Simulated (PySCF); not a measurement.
# C9H10− (doublet): open-shell or spin-flip excitations

Computed with PySCF 2.14.0 and routines of our own; the level stands in each step. Atoms count from 0.

## Step 1: The system as given

19 atoms, charge -1, multiplicity 2; geometry from: GFN2-xTB.

## Step 2: Open-shell or spin-flip excitations: unrestricted TDA B3LYP/def2-SVP in chloroform

What the job is given:

```
{"job": {"kind": "uabs", "xc": "B3LYP", "basis": "def2-SVP", "nstates": 10, "tda": true, "solvent": "chloroform", "pol": false}, "charge": -1, "multiplicity": 2}
C      3.465910    -1.419555    -0.573625
C      2.545736    -0.636985    -0.364709
C      1.653688     0.423593    -0.392197
C      1.703512     1.455689     0.528277
C      0.513382     0.317378    -1.381192
C     -0.420047    -0.692640    -0.791671
C     -1.550485    -0.382901    -0.136746
C     -2.586176    -0.776038     0.823888
C     -2.446937     0.662805     0.356611
H      3.990844    -2.319647    -0.386055
H      2.388943     1.434989     1.361903
H      1.001167     2.273205     0.487696
H      0.013029     1.283705    -1.486450
H      0.874607    -0.009167    -2.367310
H     -0.072859    -1.719130    -0.788115
H     -3.453796    -1.342522     0.487152
H     -2.319148    -1.007331     1.853955
H     -2.086251     1.400578     1.069255
H     -3.224923     1.063226    -0.292965
```

With the program's defaults for keys left out, this is: unrestricted TDA B3LYP/def2-SVP, vertical, IEF-PCM chloroform (non-equilibrium linear response), core orbitals frozen in the response.

Launch:

```sh
$ OMP_NUM_THREADS=1 python excited_run.py task.json out
```

This one command runs all jobs of the session in turn.

Q: Estimate the wall time and peak memory of this first job on 1 thread of Intel Xeon at 2.50GHz, shared host.

About 2.4 min, with a peak of 0.93 GiB.
